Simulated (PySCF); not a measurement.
# C₅H₆F₂: spin-spin couplings

Aim: predict the spin-spin couplings of C₅H₆F₂ (`C=C1C[C@@H](F)[C@H]1F`).

The runs use PySCF 2.14.0, with density-fitted response routines of our own; the level of theory stands in each step. All values are computed, except where a source is named. Atoms count from 0, in the outputs and in this text.

## 1. Starting geometry

13 atoms, charge 0, multiplicity 1; geometry from: GFN2-xTB.

Bonds of the start (Å): C0–C1 1.32, C1–C2 1.51, C2–C3 1.54, C3–F4 1.36, C3–C5 1.55, C5–F6 1.37, C5–C1 1.51, C0–H7 1.08, C0–H8 1.08, C2–H9 1.09, C2–H10 1.09, C3–H11 1.09, C5–H12 1.10.

## 2. Indirect couplings: B3LYP/pcJ-1

Job settings and geometry (Å):

```
{"job": {"kind": "j", "xc": "B3LYP", "basis": "pcJ-1"}, "charge": 0, "multiplicity": 1}
C      1.942174    -0.518607     0.086874
C      0.667335    -0.211328    -0.017490
C     -0.624774    -0.974461     0.133689
C     -1.399529     0.335753    -0.093130
F     -2.124346     0.736553     0.991043
C     -0.056442     1.089690    -0.284471
F      0.188732     2.095464     0.608870
H      2.261934    -1.523371     0.304890
H      2.710830     0.225687    -0.031147
H     -0.802130    -1.750989    -0.607739
H     -0.778619    -1.385852     1.130302
H     -2.073237     0.366237    -0.954544
H      0.083684     1.515711    -1.284875
```

With the program's defaults for keys left out, this is: B3LYP/pcJ-1 indirect spin-spin coupling, non-relativistic, gas phase.

Predict these results of the whole session: largest coupling of the table (B3LYP/pcJ-1).

The runs gave:

| quantity | value |
| --- | --- |
| largest coupling of the table (B3LYP/pcJ-1) | 1J(C,F) C5–F6, -275.6 Hz |

**Reading.** Of the pairs tabulated at B3LYP/pcJ-1, C5–F6 couples most strongly (-275.6 Hz; Fermi contact -314.1 Hz). Couplings across rotatable bonds belong to this one conformer; where others are populated, the observed values are averages. Density functionals describe couplings to fluorine poorly, F–F couplings above all, so those rows are rough.
